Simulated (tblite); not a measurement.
# C4H14BN3Si: the cost of one run

Computed with tblite 0.8.0 and PySCF 2.14.0, with density-fitted response routines of our own, on a single molecule in the gas phase. Atoms are numbered from 0 throughout.

## Step 1: The starting structure

23 atoms, charge 0, multiplicity 1; geometry from: force field or distance geometry start.

Bonds of the start (Å): C0–N1 1.45, N1–B2 1.50, B2–N3 1.53, N1–C4 1.45, C4–C5 1.50, C5–C6 1.50, C6–N7 1.45, N7–Si8 1.79, C6–C4 1.51, C0–H9 1.11, C0–H10 1.10, C0–H11 1.11, B2–H12 1.19, N3–H13 1.02, N3–H14 1.04, C4–H15 1.13, C5–H16 1.11, C5–H17 1.09, C6–H18 1.10, N7–H19 1.04, Si8–H20 1.46, Si8–H21 1.47, Si8–H22 1.49.

## Step 2: Geometry optimisation with GFN2-xTB

The job: settings as JSON, then the geometry in Å.

```
{"job": {"kind": "relax", "xc": "GFN2-xTB", "basis": "xTB"}, "charge": 0, "multiplicity": 1}
C     -1.804000    -1.658500    -0.514200
N     -1.228700    -0.344400    -0.304600
B     -2.302000     0.680400    -0.080200
N     -2.345500     1.986600    -0.876800
C     -0.350900    -0.442800     0.844300
C      0.407800     0.764300     1.310600
C      1.133600    -0.338300     0.598300
N      1.633200     0.048400    -0.704400
Si     3.417700     0.037500    -0.559600
H     -2.504700    -1.893100     0.319100
H     -1.023100    -2.434500    -0.523200
H     -2.342800    -1.619400    -1.485300
H     -3.286000     0.379600     0.525900
H     -2.952800     2.670300    -0.415300
H     -1.403200     2.415600    -1.008000
H     -0.642500    -1.177500     1.647700
H      0.671500     0.877100     2.381900
H      0.182000     1.705900     0.801800
H      1.788300    -1.032000     1.145000
H      1.346900    -0.619700    -1.443400
H      3.772100     1.111100     0.371300
H      4.071600     0.150600    -1.866500
H      3.756400    -1.240200     0.118800
```

The run is started by

```
$ OMP_NUM_THREADS=1 python probes_run.py task.json out
```

One launch serves the whole session: the jobs run in the order shown.

Q: Estimate the wall time and peak memory of this first job on 1 thread of Arm Neoverse N1, shared host.

About 2.7 s, with a peak of 0.18 GiB.
